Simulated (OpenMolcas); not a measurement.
**Ta³⁺ among point charges: CASSCF and CASPT2 levels and susceptibility**

Aim: the splitting of the states of Ta³⁺ in the field of 6 point charges, its lowest levels with spin-orbit coupling and its magnetic susceptibility.

The numbers are computed with OpenMolcas 26.06 (state-averaged CASSCF and CASPT2, spin-orbit coupling by RASSI with atomic mean-field integrals), except any that are marked as measured or tabulated.

### 1 Starting point

```
Species                           : Ta³⁺ (tantalum, Z = 73, 70 electrons)
Basis                             : ANO-RCC-VDZP [7s6p4d2f1g], 68 functions
Scalar Hamiltonian                : DKH2, point nucleus
Inactive shells                   : 1s 2s 2p 3s 3p 3d 4s 4p 4d 4f 5s 5p
Active space                      : 2 electrons in 5 orbitals (5d)
Some configurations of this space : 5d2
Orbitals                          : optimised for each spin and parity, averaged over all roots
```

The outer shells:

5d2
```
5d [↑ ][↑ ][  ][  ][  ]
```

The ion sits among 6 point charges of -0.85 e arranged as a trigonal antiprism (D3d), 2.19 Å from the ion, with a polar angle of 56.9° against the regular 54.74°.

Each step is its own input file, run in one work folder so that later steps find the files of earlier ones. Labels, J, g values, rates, χT and fits are worked out afterwards by a script from the matrices that RASSI stores. The input lists half of the charges; inversion (Group=XYZ) makes the rest.

### 2 One- and two-electron integrals

Contents of a.inp:

```
&GATEWAY
Coord
1

Ta 0.0 0.0 0.0
Basis=ANO-RCC-VDZP
Group=XYZ
NoMove
AngMom=0.0 0.0 0.0
AMFI
XField
3 Angstrom 0
0.000000 1.835126 1.195162 -0.850000
1.589266 -0.917563 1.195162 -0.850000
1.589266 0.917563 -1.195162 -0.850000
&SEWARD
```

Run with:

```console
$ OMP_NUM_THREADS=1 MOLCAS_MEM=1689 MOLCAS_PROJECT=a pymolcas a.inp > a.log
```

### 3 CASSCF: triplets of even parity, 10 roots

Contents of a.inp:

```
&RASSCF
FileOrb=start.orb
Symmetry=1
Spin=3
nActEl=2 0 0
Inactive=15 19
Ras2=5 0
CIRoot=10 10 1
SDav=10
CIMx=300
Iter=120 100
PrWF=0.3
OrbListing=Nothing
MaxOrb=0
>>> COPY $Project.JobIph JOB001
```

start.orb holds the contracted functions of the basis, ordered by shell, or the orbitals of the step before.

### 4 Reference wave functions, singlets of even parity, 15 roots

Contents of a.inp:

```
&RASSCF
FileOrb=start.orb
Symmetry=1
Spin=1
nActEl=2 0 0
Inactive=15 19
Ras2=5 0
CIRoot=15 15 1
SDav=15
CIMx=300
Iter=120 100
PrWF=0.3
OrbListing=Nothing
MaxOrb=0
>>> COPY $Project.JobIph JOB002
```

### 5 State interaction with spin-orbit coupling

Contents of a.inp:

```
&RASSI
NrOfJobIphs=2 10 15
1 2 3 4 5 6 7 8 9 10
1 2 3 4 5 6 7 8 9 10 11 12 13 14 15
IphNames
JOB001
JOB002
EJob
SpinOrbit
DIPRint=1.0
SOCoupling=1000.0
Subsets=2
Property=9
'ANGMOM' 1 'ANGMOM' 2 'ANGMOM' 3 'MLTPL  1' 1 'MLTPL  1' 2 'MLTPL  1' 3
'AMFI' 1 'AMFI' 2 'AMFI' 3
SOProperty=3
'ANGMOM' 1 'ANGMOM' 2 'ANGMOM' 3
```

### 6 CASPT2: IPEA 0.25, imaginary shift 0.1 (closed shells correlated: 4f 5s 5p)

Contents of a.inp:

```
>>> COPY JOB001 $Project.JobIph
&CASPT2
Multistate=10 1 2 3 4 5 6 7 8 9 10
NoMult
Frozen=14 9
IPEA=0.25
Imaginary=0.1
MaxIter=60
WThr=0.0 0.3 0.05
PrWF=0.5
NoMix
>>> COPY JOB002 $Project.JobIph
&CASPT2
Multistate=15 1 2 3 4 5 6 7 8 9 10 11 12 13 14 15
NoMult
Frozen=14 9
IPEA=0.25
Imaginary=0.1
MaxIter=60
WThr=0.0 0.3 0.05
PrWF=0.5
NoMix
```

(Steps that only read results are left out.)

**Question.** What will these runs give? Wanted: spin-free ground state; first state of the same spin within the active space; lowest level; next level.

As calculated:

| quantity | value |
| --- | --- |
| method | SS-CASPT2, IPEA 0.25, imaginary shift 0.1 (closed shells correlated: 4f 5s 5p) |
| spin-free ground state | 3E, 2-fold in its orbital part |
| first state of the same spin within the active space | 3A2 at 405 cm⁻¹ |
| lowest level | 2-fold E, g = 0.00, 0.00, 0.06 |
| next level | 700.6 cm⁻¹ |
| χT at 300 K | 0.09 cm³ K/mol |
| effective moment at 300 K | 0.83 μB |

Cost by method:

```
                                                 method  time of its own steps  time with the reference
                                              A. CASSCF                  6.1 s                    6.1 s
B. SS-CASPT2, IPEA 0.25, imaginary shift 0.1, +4f 5s 5p                  4.2 s                     10 s
```

Times are of one thread on a shared host.

**Reading.** The spin-free ground state (3E) comes to 95 % from free-ion F terms and keeps the highest spin of the shell. χT at 300 K is 0.09, against 1.00 cm³ K/mol for the spin alone, so spin-orbit coupling lowers it. CASPT2 does not keep the components of a term degenerate, and the means are used. The field of point charges can differ much from that of real complexes. Point charges carry no covalency, so the field is a model and not that of real ligands.
